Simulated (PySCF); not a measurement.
# C₅H₅F₃O: electronic excitations

Wanted: the electronic excitations of C₅H₅F₃O (`CC(=O)/C(F)=C/C(F)F`), by calculation.

Computed with PySCF 2.14.0, with density-fitted response routines of our own, on a single molecule in the gas phase. Atoms are numbered from 0 throughout.

## (1) The starting structure

14 atoms, charge 0, multiplicity 1; geometry from: GFN2-xTB.

Bonds of the start (Å): C0–C1 1.50, C1–O2 1.20, C1–C3 1.50, C3–F4 1.35, C3–C5 1.33, C5–C6 1.50, C6–F7 1.36, C6–F8 1.36, C0–H9 1.09, C0–H10 1.09, C0–H11 1.09, C5–H12 1.08, C6–H13 1.10.

## (2) Excited states and response: CAM-B3LYP/def2-SVPD

The job: settings as JSON, then the geometry in Å.

```
{"job": {"kind": "uv", "xc": "CAM-B3LYP", "basis": "def2-SVPD", "nstates": 8, "ntriplets": 3}, "charge": 0, "multiplicity": 1}
C     -2.509532     0.315352     0.170212
C     -1.338395    -0.526517    -0.229337
O     -1.410948    -1.620329    -0.728590
C     -0.002882     0.096421     0.040924
F     -0.039881     1.317148     0.605358
C      1.155719    -0.490534    -0.243818
C      2.495997     0.121148     0.025979
F      3.214509    -0.671422     0.859305
F      3.213874     0.208824    -1.120703
H     -2.472804     1.268641    -0.355278
H     -3.435854    -0.201853    -0.060801
H     -2.457426     0.528464     1.237030
H      1.145772    -1.471514    -0.694688
H      2.441173     1.125696     0.472241
```

With the program's defaults for keys left out, this is: TDDFT CAM-B3LYP/def2-SVPD, vertical, gas phase, core orbitals frozen in the response.

Started as:

```bash
OMP_NUM_THREADS=1 python probes_run.py task.json out
```

The driver reads the jobs from task.json and runs them one after another.

Log:

```text
coarse grid: 12880 points
cycle   1  E = -567.3349394531  dE =  1.547e+00  |g| = 1.128e+00  |ddm| = 5.981e+00
cycle   2  E = -566.9817718252  dE =  3.532e-01  |g| = 1.829e+00  |ddm| = 4.053e+00
cycle   3  E = -567.5804425896  dE = -5.987e-01  |g| = 1.882e-01  |ddm| = 2.786e+00
cycle   4  E = -567.5860412807  dE = -5.599e-03  |g| = 8.814e-02  |ddm| = 3.152e-01
cycle   5  E = -567.5873544800  dE = -1.313e-03  |g| = 1.820e-02  |ddm| = 1.164e-01
cycle   6  E = -567.5874174545  dE = -6.297e-05  |g| = 5.509e-03  |ddm| = 3.247e-02
cycle   7  E = -567.5874246639  dE = -7.209e-06  |g| = 1.839e-03  |ddm| = 1.592e-02
final grid: 128920 points
cycle   8  E = -567.6807655012  dE = -3.401e-05  |g| = 5.931e-03  |ddm| = 8.757e-02
cycle   9  E = -567.6807600678  dE =  5.433e-06  |g| = 8.296e-03  |ddm| = 1.689e-02
cycle  10  E = -567.6807722491  dE = -1.218e-05  |g| = 7.216e-04  |ddm| = 8.540e-03
cycle  11  E = -567.6807723344  dE = -8.527e-08  |g| = 3.251e-04  |ddm| = 1.333e-03
cycle  12  E = -567.6807723530  dE = -1.859e-08  |g| = 1.027e-04  |ddm| = 5.143e-04
cycle  13  E = -567.6807723555  dE = -2.512e-09  |g| = 1.663e-05  |ddm| = 1.994e-04
cycle  14  E = -567.6807723556  dE = -1.592e-10  |g| = 9.251e-06  |ddm| = 5.472e-05
converged SCF energy = -567.6807723556

Static polarisability (au): isotropic 66.966, principal 48.877 63.549 88.471

Singlet excitations
state   eV       nm        f      main configurations
  1   3.9022    317.7   0.00013   H->L 0.94
  2   5.8121    213.3   0.30953   H-1->L 0.98
  3   6.9825    177.6   0.00000   H-2->L 0.89
  4   7.7497    160.0   0.00886   H->L+1 0.81
  5   7.7607    159.8   0.00056   H->L+4 0.65, H-7->L 0.08
  6   7.8873    157.2   0.01675   H-1->L+1 0.79
  7   8.1862    151.5   0.11932   H-3->L 0.88
  8   8.2154    150.9   0.00139   H-4->L 0.70, H-7->L 0.11, H->L+4 0.08

Triplet excitations (Tamm-Dancoff, eV): 3.3929 3.4831 5.8206
```

Wall time 92 s (1 thread of Arm Neoverse N1, shared host); peak memory 1.1 GiB.

The orbitals next to the gap, with their largest atomic shares:

```csv
orbital,eV,atoms
HOMO−3,-12.64,"O2 35 %, C0 22 %, C1 17 %"
HOMO−2,-11.81,"F7 23 %, F8 23 %, C6 20 %"
HOMO−1,-10.04,"C5 34 %, C3 28 %, F4 14 %"
HOMO,-9.76,"O2 62 %, C1 12 %, C0 10 %"
LUMO,-1.37,"C1 22 %, O2 20 %, C5 20 %"
LUMO+1,0.95,"C0 19 %, C3 18 %, F4 12 %"
LUMO+2,1.64,"C6 20 %, H13 15 %, C0 11 %"
```

With each of the 8 states as a Gaussian band of 0.4 eV half-width at 1/e, the curve within the window shown has maxima at 214 nm (ε 13,000), 153 nm (ε 5,400) L/(mol cm). Beyond the last state computed it falls off for lack of states. The curve at chosen wavelengths:

```
 nm  ε (L/mol/cm)
146          2554
155          4957
164          1176
173            91
183            33
192           831
201          5362
210         11726
219         11081
228          5459
238          1382
247           268
256            39
265             5
274             1
283             1
293             3
302             4
311             5
320             5
329             5
338             4
348             3
357             2
366             1
375             1
```

Further results of this job:

```csv
property,computed
dipole moment (D),3.15
polarisability (Å³),9.92
HOMO–LUMO gap (eV),8.38
−ε(HOMO) (eV),9.76
```

## (3) What came out

| quantity | value |
| --- | --- |
| lowest singlet (CAM-B3LYP/def2-SVPD) | 3.90 eV (318 nm), f = 0.000 |
| brightest single state of those computed | state 2, 5.81 eV, f = 0.310 |
| lowest triplet | 3.39 eV |

The first singlet state (HOMO→LUMO 0.94) lies at 3.90 eV and is dark; of the 8 states computed, the strongest absorption comes from state 2 at 5.81 eV. The lowest triplet lies 0.51 eV below the lowest singlet (triplets in Tamm-Dancoff, singlets in full TDDFT).
